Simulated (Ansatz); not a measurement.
Write a Python script for Ansatz 0.2.0, Python API that makes the interaction energy of a dimer with the counterpoise correction of H3NSSi, SMILES N[Si]S. Level of theory (for the species named): r2SCAN, def2-SVP basis, multiplicity 1, D4 dispersion.

```json
{"atom": "N", "x (Å)": "-1.1330", "y (Å)": "0.0354", "z (Å)": "-0.7567"}
{"atom": "Si", "x (Å)": "-0.2959", "y (Å)": "-0.9744", "z (Å)": "0.2290"}
{"atom": "S", "x (Å)": "1.3629", "y (Å)": "0.2213", "z (Å)": "0.7575"}
{"atom": "H", "x (Å)": "-1.3154", "y (Å)": "0.9457", "z (Å)": "-0.2567"}
{"atom": "H", "x (Å)": "-0.5888", "y (Å)": "0.3813", "z (Å)": "-1.5579"}
{"atom": "H", "x (Å)": "2.0124", "y (Å)": "-0.6732", "z (Å)": "1.5386"}
```

`h3nssi_dimer.py`:
```python
# -*- coding: utf-8 -*-
"""Interaction energy of two H3NSSi molecules, with the counterpoise correction."""

import ansatz as az

FIRST = [
    ("N", (-1.14, 0.0461, -0.749)),
    ("Si", (-0.3029, -0.9637, 0.2367)),
    ("S", (1.3559, 0.232, 0.7652)),
    ("H", (-1.3224, 0.9564, -0.249)),
    ("H", (-0.5958, 0.3919, -1.5502)),
    ("H", (2.0054, -0.6625, 1.5463)),
]
SECOND = [
    ("N", (2.2377, 1.3745, 4.41)),
    ("Si", (1.0386, 1.454, 5.5271)),
    ("S", (0.1521, -0.4538, 5.3398)),
    ("H", (2.8374, 0.5272, 4.5957)),
    ("H", (1.9091, 1.1524, 3.4612)),
    ("H", (-0.8305, -0.3079, 6.2591)),
]

def energy(atoms, ghosts=()):
    molecule = az.Crystal.molecule()
    for symbol, xyz in atoms:
        molecule = molecule.atom(symbol, xyz)
    calc = (
        molecule.calculation()
        .basis(gaussian="def2-SVP")
        .functional("r2scan", dispersion="d4")
        .accuracy("medium")
    )
    deck = calc.input()
    if ghosts:
        deck = deck.set(az.key.basis.gaussian.ghost_atoms, [{"symbol": s, "position_ang": list(xyz)} for s, xyz in ghosts])
    return az.Session.from_dict(deck).plan().execute().report["free_energy_ev"]

# monomers in their own basis and in the basis of the dimer
both = energy(FIRST + SECOND)
alone = energy(FIRST) + energy(SECOND)
ghosted = energy(FIRST, SECOND) + energy(SECOND, FIRST)
print(f"dimer {both:.6f} eV")
print(f"interaction, uncorrected   {23.060548 * (both - alone):8.3f} kcal/mol")
print(f"interaction, counterpoise  {23.060548 * (both - ghosted):8.3f} kcal/mol")
print(f"basis-set superposition    {23.060548 * (alone - ghosted):8.3f} kcal/mol")
```

Output of `python h3nssi_dimer.py`:
```text
dimer -40484.594658 eV
interaction, uncorrected     -2.201 kcal/mol
interaction, counterpoise    -1.460 kcal/mol
basis-set superposition       0.741 kcal/mol
```

Uncorrected it is -2.201 kcal/mol, with the counterpoise correction -1.460 kcal/mol; the difference, 0.74 kcal/mol, is the superposition error.

Notes:
- These settings explore the input space; basis and method may be short of convergence.
- The dimer is a generated trial pose of unrelaxed monomers, not a minimum, so the figure is no binding energy, and the basis set is small.
- Run time: 30 s on 1 thread of Arm Neoverse V1 (shared host), peak memory 0.26 GiB.
